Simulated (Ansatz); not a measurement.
# Hf3SnS8: the cost of one run

Computed with Ansatz 0.2.0 (DFT PBE, scalar-relativistic, plane waves, PAW, unless a step's input says otherwise).

**1. The starting structure**

The structure is trigonal, space group P3m1 (No. 156). Conventional cell: a = 3.620 Å, b = 3.620 Å, c = 24.304 Å, α = 90.00°, β = 90.00°, γ = 120.00°. Hf (site symmetry 3m) is surrounded by 6 S at 2.54 Å. Sn (site symmetry 3m) is surrounded by 6 S at 2.54 Å. Around S (site symmetry 3m) lie 3 Hf at 2.54 Å. Around S (site symmetry 3m) lie 3 Sn at 2.54 Å. Only part of the 12 independent sites is listed.

Structure file:

```
Hf Sn S
1.0
     3.62021    0.00000    0.00000
    -1.81010    3.13519    0.00000
     0.00000    0.00000   24.30437
Hf Sn S
3 1 8
Cartesian
  0.0000 2.0901 7.5952
  1.8101 1.0451 1.5191
  1.8101 1.0451 13.6713
  0.0000 2.0901 19.7474
  1.8101 1.0451 9.0340
  1.8101 1.0451 21.1862
  0.0000 2.0901 2.9579
  0.0000 2.0901 15.1101
  0.0000 0.0000 0.0801
  0.0000 0.0000 12.2322
  0.0000 0.0000 6.1561
  0.0000 0.0000 18.3083
```

The start is an ordering of an alloy on its end members' structure types: elements ordered on the sites of the SnS2 type, Sn/Hf on Sn (P3m1, No. 156).

**2. A first look at the guess**

Contents of input.yaml:

```yaml
crystal:
  lattice:
    - [3.62020875, 0.0, 0.0]
    - [-1.81010437, 3.13519274, 0.0]
    - [0.0, 0.0, 24.30436865]
  atoms:
    - { symbol: Hf, position: [0.33333333, 0.66666667, 0.31250504] }
    - { symbol: Hf, position: [0.66666667, 0.33333333, 0.06250504] }
    - { symbol: Hf, position: [0.66666667, 0.33333333, 0.56250504] }
    - { symbol: Sn, position: [0.33333333, 0.66666667, 0.81250504] }
    - { symbol: S, position: [0.66666667, 0.33333333, 0.37170205] }
    - { symbol: S, position: [0.66666667, 0.33333333, 0.87170205] }
    - { symbol: S, position: [0.33333333, 0.66666667, 0.12170205] }
    - { symbol: S, position: [0.33333333, 0.66666667, 0.62170205] }
    - { symbol: S, position: [0.0, 0.0, 0.0032939] }
    - { symbol: S, position: [0.0, 0.0, 0.5032939] }
    - { symbol: S, position: [0.0, 0.0, 0.2532939] }
    - { symbol: S, position: [0.0, 0.0, 0.7532939] }
basis:
  ecutwfc: 420
kpoints:
  mp_grid: { grid: [6, 6, 1] }
hamiltonian:
  xc: pbe
scf:
  occupations: { method: gaussian, width: 0.1 }
  lower_state_search: "off"
output:
  forces: true
  stress: true
  eigenvalues: true
```

Launch:

```sh
> ansatz run input.yaml --threads 1 --pin off --max-ram 2560MiB --backend cpu --events-out ev --progress --plain --runs-dir out
```

Q: Estimate wall time and peak memory on 1 thread of AMD EPYC 9R45 (Zen 5), shared host.

About 6.9 s, with a peak of 0.57 GiB.
